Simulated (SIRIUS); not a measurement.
Here is a SIRIUS 7.10.0 calculation.

File sirius.json:

```json
{
  "control": {
    "processing_unit": "cpu",
    "verbosity": 2,
    "num_bands_to_print": 15,
    "print_forces": true,
    "print_stress": true
  },
  "parameters": {
    "electronic_structure_method": "pseudopotential",
    "xc_functionals": ["XC_GGA_X_PBE", "XC_GGA_C_PBE"],
    "gk_cutoff": 8.4,
    "pw_cutoff": 16.8,
    "ngridk": [10, 10, 5],
    "shiftk": [0, 0, 0],
    "smearing": "fermi_dirac",
    "smearing_width": 0.0018374661,
    "num_bands": 15,
    "num_mag_dims": 0,
    "num_dft_iter": 100,
    "energy_tol": 1e-08,
    "density_tol": 1e-06
  },
  "iterative_solver": {
    "type": "davidson",
    "min_tolerance": 1e-09,
    "tolerance_scale": [0.1, 0.25]
  },
  "mixer": {
    "type": "anderson",
    "beta": 0.7,
    "max_history": 8
  },
  "settings": {
    "tol_ne": 1e-10,
    "pseudo_grid_cutoff": 6.5
  },
  "unit_cell": {
    "lattice_vectors": [
      [5.771469249003, 0.0, 0.0],
      [-2.885744073132, 4.99825001059, 0.0],
      [0.0, 0.0, 11.013361648841]
    ],
    "atom_coordinate_units": "lattice",
    "atom_types": ["Al", "In"],
    "atom_files": {
      "In": "In.json",
      "Al": "Al.json"
    },
    "atoms": {
      "Al": [
        [0.008601, 0.018711, 0.004997]
      ],
      "In": [
        [0.01233, 0.001839, 0.506879]
      ]
    }
  }
}
```

Potentials or basis: PseudoDojo 0.4.1 PBE standard (scalar relativistic).

Command:

```console
$ upf_to_json In.upf
$ upf_to_json Al.upf
$ OMP_NUM_THREADS=1 sirius.scf --input=sirius.json --output=out.json --task=0
```

**Question.** What does it give for the pressure?

**Answer.** -0.2 GPa.

**Question.** What does it give for the largest force?

**Answer.** 0.034 eV/Å.

**Question.** Predict the band gap on the k mesh.

**Answer.** None (metal or under the smearing width).

Forces in eV/Å, atoms in the order of the input:
```
Al  -0.002  0.002  0.034
In   0.002 -0.002 -0.034
```
